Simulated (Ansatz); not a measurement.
# HfBr2F2: the cost of one run

Method: DFT PBE, scalar-relativistic, plane waves, PAW, in Ansatz 0.2.0.

## (1) The starting structure

It takes space group P4/mbm (No. 127, tetragonal). Conventional cell: a = 7.753 Å, b = 7.753 Å, c = 4.083 Å, α = 90.00°, β = 90.00°, γ = 90.00°. Hf (site symmetry 4/m) has 4 F at 3.02 Å as nearest neighbours. Br (site symmetry m2m) is surrounded by 6 F at 3.00 to 3.11 Å. F (site symmetry m2m) is surrounded by 1 F at 2.94 Å and 6 Br at 3.00 to 3.11 Å and 2 Hf at 3.02 Å.

Coordinates:

```xyz
10
Lattice="7.7531 0.0000 0.0000 0.0000 7.7531 0.0000 0.0000 0.0000 4.0827" Properties=species:S:1:pos:R:3 pbc="T T T"
Hf    0.0000    0.0000    0.0000
Hf    3.8766    3.8766    0.0000
Br    2.5882    6.4647    2.0413
Br    6.4647    5.1650    2.0413
Br    1.2884    2.5882    2.0413
Br    5.1650    1.2884    2.0413
F     2.8382    1.0384    0.0000
F     6.7147    2.8382    0.0000
F     1.0384    4.9149    0.0000
F     4.9149    6.7147    0.0000
```

Recipe of the guess: species swapped into a database cell of Yb2CdPd2 (P4/mbm, No. 127), with Br on the Yb sites, Hf on the Cd sites and F on the Pd sites. Its size is a rough estimate.

## (2) A first look at the guess

input.yaml reads:

```yaml
crystal:
  lattice:
    - [7.75311185, 0.0, 0.0]
    - [0.0, 7.75311185, 0.0]
    - [0.0, 0.0, 4.08265264]
  atoms:
    - { symbol: Hf, position: [0.0, 0.0, 0.0] }
    - { symbol: Hf, position: [0.5, 0.5, 0.0] }
    - { symbol: Br, position: [0.33382201, 0.83382201, 0.5] }
    - { symbol: Br, position: [0.83382201, 0.66617799, 0.5] }
    - { symbol: Br, position: [0.16617799, 0.33382201, 0.5] }
    - { symbol: Br, position: [0.66617799, 0.16617799, 0.5] }
    - { symbol: F, position: [0.36606801, 0.13393199, 0.0] }
    - { symbol: F, position: [0.86606801, 0.36606801, 0.0] }
    - { symbol: F, position: [0.13393199, 0.63393199, 0.0] }
    - { symbol: F, position: [0.63393199, 0.86606801, 0.0] }
basis:
  ecutwfc: 420
kpoints:
  mp_grid: { grid: [2, 2, 4] }
hamiltonian:
  xc: pbe
scf:
  occupations: { method: gaussian, width: 0.1 }
  lower_state_search: "off"
output:
  forces: true
  stress: true
  eigenvalues: true
```

On the command line:

```console
ansatz run input.yaml --threads 1 --pin off --max-ram 2560MiB --backend cpu --events-out ev --progress --plain --runs-dir out
```

Q: Estimate wall time and peak memory on 1 thread of Intel Xeon Platinum 8488C (Sapphire Rapids), shared host.

About 7.6 s, with a peak of 0.57 GiB.
